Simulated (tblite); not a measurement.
# Cl3H3OSi2: the cost of one run

Computed with tblite 0.8.0 and PySCF 2.14.0; each step states its level. No surroundings beyond the atoms listed, unless a continuum is named. Atoms count from 0, parts from 1.

### Step 1. The system as given

9 atoms, charge 0, multiplicity 1; geometry: distance geometry start.

### Step 2. Relaxing the cluster with GFN2-xTB

The job: settings as JSON, then the geometry in Å.

```
{"job": {"kind": "relax", "xc": "GFN2-xTB", "basis": "xTB"}, "charge": 0, "multiplicity": 1}
Si     1.324244     0.187721     0.109771
O     -0.028838    -0.439908     0.923569
Si    -1.457980    -0.316490     0.022308
Cl     2.699037     0.869806     1.578870
Cl     0.898291     1.849109    -1.074763
Cl     2.346391    -1.225025    -1.014876
H     -1.773437    -1.613719    -0.607249
H     -2.568814    -0.072015     1.010550
H     -1.467030     0.776940    -0.958159
```

Level: GFN2-xTB geometry optimisation, gas phase.

On the command line:

```
> OMP_NUM_THREADS=1 python cluster_run.py task.json out
```

The driver reads the jobs from task.json and runs them one after another.

**Question.** How long does this first job take on 1 thread of Arm Neoverse V1, shared host?

About 1.2 s.
